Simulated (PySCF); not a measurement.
**Lu(SH)3: other functionals and bases at one geometry**

How far do other levels of theory move the description of Lu(SH)3, and what does each cost? It is a constructed species; whether it can be made isn't addressed.

Program: PySCF 2.14.0. Level of theory: several levels, as the steps say, no spin–orbit coupling. These are calculated values, not measurements.

1 further run of the same task is left out (for a known fault of the program).

### Step 1. The system as given

7 atoms, charge 0, spin multiplicity 1.

Bond lengths: Lu1–S2 2.523 Å, Lu1–S4 2.523 Å, Lu1–S6 2.523 Å, S2–H3 1.355 Å, S4–H5 1.355 Å, S6–H7 1.355 Å. Angles: S2–Lu1–S4 120.0°, S2–Lu1–S6 120.0°, S4–Lu1–S6 120.0°, Lu1–S2–H3 93.6°, Lu1–S4–H5 93.6°, Lu1–S6–H7 93.6°.

Geometry (Å):

```
atom    x (Å)    y (Å)   z (Å)
 Lu1   0.0000   0.0000  0.8438
  S2   2.4847  -0.4378  0.8538
  H3   2.8028   0.8786  0.9048
  S4  -0.8632   2.3707  0.8538
  H5  -2.1623   1.9880  0.9048
  S6  -1.6215  -1.9329  0.8538
  H7  -0.6405  -2.8666  0.9048
```

Formal oxidation states: Lu +3. Each metal's 14 4f electrons lie in its core potential, so multiplicities, spins and levels count the valence alone. An earlier session relaxed this geometry at PBE0, Lu lcecp-1-SVP with ECP60, S def2-SVP, H def2-SVP (singlet, point group C3).

At PBE0 on the finer grid: E = -1235.728795 Eh, HOMO -7.57 eV, LUMO -2.41 eV, Mulliken charge on Lu1 +0.78 e, largest force component 0.009 eV/Å. 

Levels to run: r2SCAN; TPSS; BLYP; TPSSh; PBE0, TZVP. Hardware: 2 threads of Arm Neoverse V1, shared host.

### Step 2. r2SCAN

Input file run.py (the lines that set the calculation):

```python
mol = gto.M(atom='''
Lu     0.00000     0.00000     0.84381
S      2.48471    -0.43780     0.85384
H      2.80277     0.87863     0.90483
S     -0.86320     2.37072     0.85384
H     -2.16230     1.98796     0.90483
S     -1.62150    -1.93292     0.85384
H     -0.64047    -2.86659     0.90483''',
    basis={'Lu': 'lcecp-1-SVP', 'S': 'def2-SVP', 'H': 'def2-SVP'},
    ecp={'Lu': 'lcecp-1-SVP'},
    charge=0, spin=0)
mf = dft.RKS(mol, xc='R2SCAN')
mf.grids.atom_grid = (75, 302)  # f atoms: unpruned, at least (60, 302)
mf = mf.density_fit()  # fitting sets: Lu AutoAux, S def2-universal-JKFIT, H def2-universal-JKFIT
mf.conv_tol = 1e-08; mf.max_cycle = 55
mf.kernel(dm0)  # dm0: the density of the relaxed state
```

Command:

```sh
$ OMP_NUM_THREADS=2 python run.py
```

Output:

```text
init E= -1236.09666729467
  HOMO = -0.24501577005876  LUMO = -0.106704749844333  gap/eV = 3.76363
cycle= 1 E= -1236.09732429292  delta_E= -0.000657  |g|= 0.0257  |ddm|= 0.139
  HOMO = -0.246971362440097  LUMO = -0.100577603368112  gap/eV = 3.98358
cycle= 2 E= -1236.09661138116  delta_E= 0.000713  |g|= 0.0497  |ddm|= 0.117
  HOMO = -0.24589513119778  LUMO = -0.104861915941569  gap/eV = 3.83771
cycle= 3 E= -1236.09756364005  delta_E= -0.000952  |g|= 0.00229  |ddm|= 0.0783
  HOMO = -0.245744840578934  LUMO = -0.104706629589213  gap/eV = 3.83785
cycle= 4 E= -1236.09756542719  delta_E= -1.79e-06  |g|= 0.0003  |ddm|= 0.00295
  HOMO = -0.245784181069099  LUMO = -0.104733314327635  gap/eV = 3.83819
cycle= 5 E= -1236.0975654514  delta_E= -2.42e-08  |g|= 9.4e-05  |ddm|= 0.000564
  HOMO = -0.245773755333868  LUMO = -0.10471636341639  gap/eV = 3.83837
cycle= 6 E= -1236.09756545454  delta_E= -3.14e-09  |g|= 2.2e-05  |ddm|= 0.00017
  HOMO = -0.245773485769124  LUMO = -0.104719203330763  gap/eV = 3.83828
Extra cycle  E= -1236.09756545443  delta_E= 1.03e-10  |g|= 2.7e-05  |ddm|= 6.84e-05
converged SCF energy = -1236.09756545443
```

Run time: 7.7 s. Hardware: 2 threads of Arm Neoverse V1, shared host.

It gives: E = -1236.097565 Eh, HOMO -6.69 eV, LUMO -2.85 eV, Mulliken charge on Lu1 +0.78 e, largest force component 0.059 eV/Å. 

### Step 3. TPSS

run.py (the lines that set the calculation), as its differences from that of step 2:

```diff
@@ -11,3 +11,3 @@
     charge=0, spin=0)
-mf = dft.RKS(mol, xc='R2SCAN')
+mf = dft.RKS(mol, xc='TPSS')
 mf.grids.atom_grid = (75, 302)  # f atoms: unpruned, at least (60, 302)
```

Command:

```sh
$ OMP_NUM_THREADS=2 python run.py
```

Output:

```text
init E= -1236.22536942322
  HOMO = -0.238211554320654  LUMO = -0.109089096746185  gap/eV = 3.51360
cycle= 1 E= -1236.2264121767  delta_E= -0.00104  |g|= 0.0307  |ddm|= 0.141
  HOMO = -0.239527830116836  LUMO = -0.10121148962838  gap/eV = 3.76378
cycle= 2 E= -1236.22528189981  delta_E= 0.00113  |g|= 0.0618  |ddm|= 0.14
  HOMO = -0.238202892921094  LUMO = -0.106234966386662  gap/eV = 3.59103
cycle= 3 E= -1236.226743631  delta_E= -0.00146  |g|= 0.00363  |ddm|= 0.0991
  HOMO = -0.238112866898553  LUMO = -0.105977833854052  gap/eV = 3.59558
cycle= 4 E= -1236.22674855126  delta_E= -4.92e-06  |g|= 0.000936  |ddm|= 0.00573
  HOMO = -0.238212921610327  LUMO = -0.106055753798614  gap/eV = 3.59618
cycle= 5 E= -1236.2267488463  delta_E= -2.95e-07  |g|= 0.000119  |ddm|= 0.00148
  HOMO = -0.238208675090322  LUMO = -0.106040355753937  gap/eV = 3.59648
cycle= 6 E= -1236.22674885108  delta_E= -4.78e-09  |g|= 1.63e-05  |ddm|= 0.000222
  HOMO = -0.23820862985676  LUMO = -0.10604078757866  gap/eV = 3.59647
Extra cycle  E= -1236.22674885112  delta_E= -3.5e-11  |g|= 1.32e-05  |ddm|= 3.87e-05
converged SCF energy = -1236.22674885112
```

It took 9.2 s on 2 threads of Arm Neoverse V1, shared host.

Result: E = -1236.226749 Eh, HOMO -6.48 eV, LUMO -2.89 eV, Mulliken charge on Lu1 +0.76 e, largest force component 0.206 eV/Å. 

### Step 4. BLYP

run.py (the lines that set the calculation), as its differences from that of step 3:

```diff
@@ -11,3 +11,3 @@
     charge=0, spin=0)
-mf = dft.RKS(mol, xc='TPSS')
+mf = dft.RKS(mol, xc='BLYP')
 mf.grids.atom_grid = (75, 302)  # f atoms: unpruned, at least (60, 302)
```

Command:

```sh
$ OMP_NUM_THREADS=2 python run.py
```

Output:

```text
init E= -1236.09981968083
  HOMO = -0.22521188962943  LUMO = -0.120759307542944  gap/eV = 2.84230
cycle= 1 E= -1236.10306861371  delta_E= -0.00325  |g|= 0.0693  |ddm|= 0.389
  HOMO = -0.226058786303693  LUMO = -0.0993592826792664  gap/eV = 3.44767
cycle= 2 E= -1236.09510011797  delta_E= 0.00797  |g|= 0.157  |ddm|= 0.368
  HOMO = -0.224109645908134  LUMO = -0.112091929447562  gap/eV = 3.04816
cycle= 3 E= -1236.10503785771  delta_E= -0.00994  |g|= 0.00666  |ddm|= 0.252
  HOMO = -0.22502535130497  LUMO = -0.113138656982169  gap/eV = 3.04459
cycle= 4 E= -1236.10505234891  delta_E= -1.45e-05  |g|= 0.00117  |ddm|= 0.013
  HOMO = -0.224911820394922  LUMO = -0.113105751570473  gap/eV = 3.04240
cycle= 5 E= -1236.1050527314  delta_E= -3.82e-07  |g|= 0.000317  |ddm|= 0.00163
  HOMO = -0.224937308682146  LUMO = -0.113112131187854  gap/eV = 3.04292
cycle= 6 E= -1236.10505276044  delta_E= -2.9e-08  |g|= 7.64e-05  |ddm|= 0.000444
  HOMO = -0.224933013121373  LUMO = -0.113105552502166  gap/eV = 3.04298
cycle= 7 E= -1236.1050527625  delta_E= -2.05e-09  |g|= 1.94e-05  |ddm|= 0.000123
  HOMO = -0.224934470368008  LUMO = -0.113104302484562  gap/eV = 3.04305
Extra cycle  E= -1236.1050527623  delta_E= 1.91e-10  |g|= 3.01e-05  |ddm|= 6.66e-05
converged SCF energy = -1236.1050527623
```

It took 6.5 s on 2 threads of Arm Neoverse V1, shared host.

Result: E = -1236.105053 Eh, HOMO -6.12 eV, LUMO -3.08 eV, Mulliken charge on Lu1 +0.55 e, largest force component 0.422 eV/Å. 

### Step 5. TPSSh

run.py (the lines that set the calculation), as its differences from that of step 4:

```diff
@@ -11,3 +11,3 @@
     charge=0, spin=0)
-mf = dft.RKS(mol, xc='BLYP')
+mf = dft.RKS(mol, xc='TPSSH')
 mf.grids.atom_grid = (75, 302)  # f atoms: unpruned, at least (60, 302)
```

Command:

```sh
$ OMP_NUM_THREADS=2 python run.py
```

Output:

```text
init E= -1236.20520945985
  HOMO = -0.255598074202859  LUMO = -0.0966831038945273  gap/eV = 4.32430
cycle= 1 E= -1236.20575484956  delta_E= -0.000545  |g|= 0.00739  |ddm|= 0.0878
  HOMO = -0.256148795652093  LUMO = -0.0965569377289022  gap/eV = 4.34272
cycle= 2 E= -1236.20575972111  delta_E= -4.87e-06  |g|= 0.00616  |ddm|= 0.0176
  HOMO = -0.255535272179642  LUMO = -0.0966372199071301  gap/eV = 4.32384
cycle= 3 E= -1236.20577045876  delta_E= -1.07e-05  |g|= 0.00196  |ddm|= 0.0106
  HOMO = -0.25557068854499  LUMO = -0.0963970906617284  gap/eV = 4.33133
cycle= 4 E= -1236.20577174944  delta_E= -1.29e-06  |g|= 0.000667  |ddm|= 0.00382
  HOMO = -0.255608493409313  LUMO = -0.0964823412736102  gap/eV = 4.33004
cycle= 5 E= -1236.20577191959  delta_E= -1.7e-07  |g|= 5.97e-05  |ddm|= 0.00113
  HOMO = -0.255611011485892  LUMO = -0.0964783767680224  gap/eV = 4.33022
cycle= 6 E= -1236.20577192079  delta_E= -1.21e-09  |g|= 1.39e-05  |ddm|= 9.58e-05
  HOMO = -0.25560890500641  LUMO = -0.0964765339573397  gap/eV = 4.33021
Extra cycle  E= -1236.20577192082  delta_E= -2.86e-11  |g|= 1.05e-05  |ddm|= 2.9e-05
converged SCF energy = -1236.20577192082
```

Run time: 10 s. Hardware: 2 threads of Arm Neoverse V1, shared host.

Read off: E = -1236.205772 Eh, HOMO -6.96 eV, LUMO -2.63 eV, Mulliken charge on Lu1 +0.81 e, largest force component 0.127 eV/Å. 

### Step 6. PBE0, TZVP

Basis: Lu lcecp-1-TZVP with ECP60, S def2-TZVP, H def2-TZVP. 

Input file run.py (the lines that set the calculation):

```python
mol = gto.M(atom='''
Lu     0.00000     0.00000     0.84381
S      2.48471    -0.43780     0.85384
H      2.80277     0.87863     0.90483
S     -0.86320     2.37072     0.85384
H     -2.16230     1.98796     0.90483
S     -1.62150    -1.93292     0.85384
H     -0.64047    -2.86659     0.90483''',
    basis={'Lu': 'lcecp-1-TZVP', 'S': 'def2-TZVP', 'H': 'def2-TZVP'},
    ecp={'Lu': 'lcecp-1-TZVP'},
    charge=0, spin=0)
mf = dft.RKS(mol, xc='PBE0')
mf.grids.atom_grid = (75, 302)  # f atoms: unpruned, at least (60, 302)
mf = mf.density_fit()  # fitting sets: Lu AutoAux, S def2-universal-JKFIT, H def2-universal-JKFIT
mf.conv_tol = 1e-08; mf.max_cycle = 55
mf.kernel(dm0)  # dm0: free metal ions and neutral atoms
```

Command:

```sh
$ OMP_NUM_THREADS=2 python run.py
```

Output:

```text
init E= -1249.33607357737
  HOMO = -0.259681305519136  LUMO = -0.13352536365731  gap/eV = 3.43288
cycle= 1 E= -1235.9936646591  delta_E= 13.3  |g|=  1.4  |ddm|= 2.47
  HOMO = -0.309898894001332  LUMO = -0.0451602635140765  gap/eV = 7.20391
cycle= 2 E= -1235.96434848065  delta_E= 0.0293  |g|= 0.923  |ddm|= 1.34
  HOMO = -0.273088284008354  LUMO = -0.122793602479087  gap/eV = 4.08973
cycle= 3 E= -1236.08665960665  delta_E= -0.122  |g|= 0.389  |ddm|= 1.07
  HOMO = -0.276727814329058  LUMO = -0.0840090015973773  gap/eV = 5.24415
cycle= 4 E= -1236.13814872681  delta_E= -0.0515  |g|= 0.0244  |ddm|= 0.406
  HOMO = -0.281355205336012  LUMO = -0.0898578707037348  gap/eV = 5.21091
cycle= 5 E= -1236.13833456805  delta_E= -0.000186  |g|= 0.00841  |ddm|= 0.0448
  HOMO = -0.280034505942646  LUMO = -0.0884537464636242  gap/eV = 5.21318
cycle= 6 E= -1236.13835535163  delta_E= -2.08e-05  |g|= 0.00227  |ddm|= 0.0118
  HOMO = -0.280218692000916  LUMO = -0.088458466238927  gap/eV = 5.21806
cycle= 7 E= -1236.13835668234  delta_E= -1.33e-06  |g|= 0.000312  |ddm|= 0.00212
  HOMO = -0.280199084821026  LUMO = -0.0884419477730585  gap/eV = 5.21798
cycle= 8 E= -1236.13835670954  delta_E= -2.72e-08  |g|= 0.000148  |ddm|= 0.000424
  HOMO = -0.280197543701377  LUMO = -0.08845185793383  gap/eV = 5.21767
cycle= 9 E= -1236.13835671708  delta_E= -7.54e-09  |g|= 3.17e-05  |ddm|= 0.000136
  HOMO = -0.280199003203461  LUMO = -0.0884605027545391  gap/eV = 5.21747
Extra cycle  E= -1236.13835671678  delta_E= 2.94e-10  |g|= 4.42e-05  |ddm|= 6.94e-05
converged SCF energy = -1236.13835671678
```

It took 18 s on 2 threads of Arm Neoverse V1, shared host.

It gives: E = -1236.138357 Eh, HOMO -7.62 eV, LUMO -2.41 eV, Mulliken charge on Lu1 +1.21 e, largest force component 0.212 eV/Å. 

### Step 7. Results

| level | state | HOMO (eV) | gap (eV) | charge on Lu1 (e) | dipole (D) | largest force (eV/Å) | basis functions | time |
| --- | --- | --- | --- | --- | --- | --- | --- | --- |
| PBE0 (relaxed here) | singlet | -7.57 | 5.16 | 0.78 | 0.03 | 0.01 | 102 | 15 s |
| r2SCAN | singlet | -6.69 | 3.84 | 0.78 | 0.03 | 0.06 | 102 | 7.7 s |
| TPSS | singlet | -6.48 | 3.60 | 0.76 | 0.03 | 0.21 | 102 | 9.2 s |
| BLYP | singlet | -6.12 | 3.04 | 0.55 | 0.02 | 0.42 | 102 | 6.5 s |
| TPSSh | singlet | -6.96 | 4.33 | 0.81 | 0.03 | 0.13 | 102 | 10 s |
| PBE0, TZVP | singlet | -7.62 | 5.22 | 1.21 | 0.01 | 0.21 | 176 | 18 s |

Times are on 2 threads of Arm Neoverse V1, shared host; the first row also made further properties.

In one basis the HOMO–LUMO gap runs from 3.04 eV (BLYP) to 5.16 eV (PBE0). The largest leftover force, 0.42 eV/Å with BLYP, stands at a geometry relaxed at another level. The Mulliken charge on Lu spans +0.55 to +1.21 e over the levels. With 4f in the core, its levels are missing from HOMO and gap. Total energies of different levels can't be compared. Spin–orbit coupling is left out throughout.
